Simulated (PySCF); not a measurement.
# H9N3Pb (Pb(NH3)32+): the cost of one run

Program: PySCF 2.14.0. Level of theory: several levels, as the steps say, no spin–orbit coupling. These are calculated values, not measurements.

1 further run of the same task is left out (for a known fault of the program).

## Step 1: The system as given

13 atoms, charge 2, spin multiplicity 1.

Bond lengths: Pb1–N2 2.491 Å, Pb1–N6 2.491 Å, Pb1–N10 2.491 Å, N2–H3 1.026 Å, N2–H4 1.028 Å, N2–H5 1.028 Å, N6–H7 1.026 Å, N6–H8 1.028 Å, N6–H9 1.028 Å, N10–H11 1.026 Å, N10–H12 1.028 Å, N10–H13 1.028 Å. Angles: N2–Pb1–N6 91.4°, N2–Pb1–N10 91.4°, N6–Pb1–N10 91.4°, Pb1–N2–H3 118.2°, Pb1–N2–H4 110.7°, Pb1–N2–H5 111.3°, H3–N2–H4 105.4°, H3–N2–H5 105.5°, H4–N2–H5 104.7°, Pb1–N6–H7 118.2°, Pb1–N6–H8 110.7°, Pb1–N6–H9 111.3°, H7–N6–H8 105.4°, H7–N6–H9 105.5°, H8–N6–H9 104.7°, Pb1–N10–H11 118.2°, Pb1–N10–H12 110.7°, Pb1–N10–H13 111.3° and more.

Geometry (Å):

```xyz
13
H9N3Pb
Pb    0.0000    0.0000   -1.2131
N     2.0579    0.0474    0.1890
H     1.9556   -0.0584    1.2043
H     2.7106   -0.6926   -0.0988
H     2.5805    0.9220    0.0557
N    -1.0700    1.7585    0.1890
H    -0.9272    1.7228    1.2043
H    -0.7555    2.6937   -0.0988
H    -2.0888    1.7738    0.0557
N    -0.9879   -1.8059    0.1890
H    -1.0284   -1.6644    1.2043
H    -1.9551   -2.0011   -0.0988
H    -0.4918   -2.6958    0.0557
```

Formal oxidation states: Pb +2. An earlier session relaxed this geometry at PBE0, Pb def2-SVP with ECP60, N def2-SVP, H def2-SVP (singlet, point group C3).

At PBE0 on the finer grid: E = -361.714760 Eh, HOMO -17.56 eV, LUMO -9.99 eV, Mulliken charge on Pb1 +1.08 e, largest force component 0.013 eV/Å. 

Levels to run: HF; PBE; PBE0, TZVP. Hardware: 2 threads of Arm Neoverse V1, shared host.

## Step 2: HF

run.py (the lines that set the calculation)

```python
mol = gto.M(atom='''
Pb     0.00000     0.00000    -1.21307
N      2.05790     0.04745     0.18905
H      1.95564    -0.05844     1.20427
H      2.71056    -0.69259    -0.09882
H      2.58051     0.92202     0.05570
N     -1.07004     1.75847     0.18905
H     -0.92721     1.72285     1.20427
H     -0.75548     2.69371    -0.09882
H     -2.08875     1.77378     0.05570
N     -0.98786    -1.80591     0.18905
H     -1.02842    -1.66441     1.20427
H     -1.95508    -2.00112    -0.09882
H     -0.49176    -2.69580     0.05570''',
    basis={'Pb': 'def2-SVP', 'N': 'def2-SVP', 'H': 'def2-SVP'},
    ecp={'Pb': 'def2-SVP'},
    charge=2, spin=0)
mf = scf.RHF(mol)
mf = mf.density_fit()  # fitting sets: Pb def2-universal-JKFIT, N def2-universal-JKFIT, H def2-universal-JKFIT
mf.conv_tol = 1e-08; mf.max_cycle = 55
mf.kernel(dm0)  # dm0: the density of the relaxed state
```

The run is started by

```bash
$ OMP_NUM_THREADS=2 python run.py
```

**Question.** How long does this run take on 2 threads of Arm Neoverse V1, shared host?

About 2.7 s.
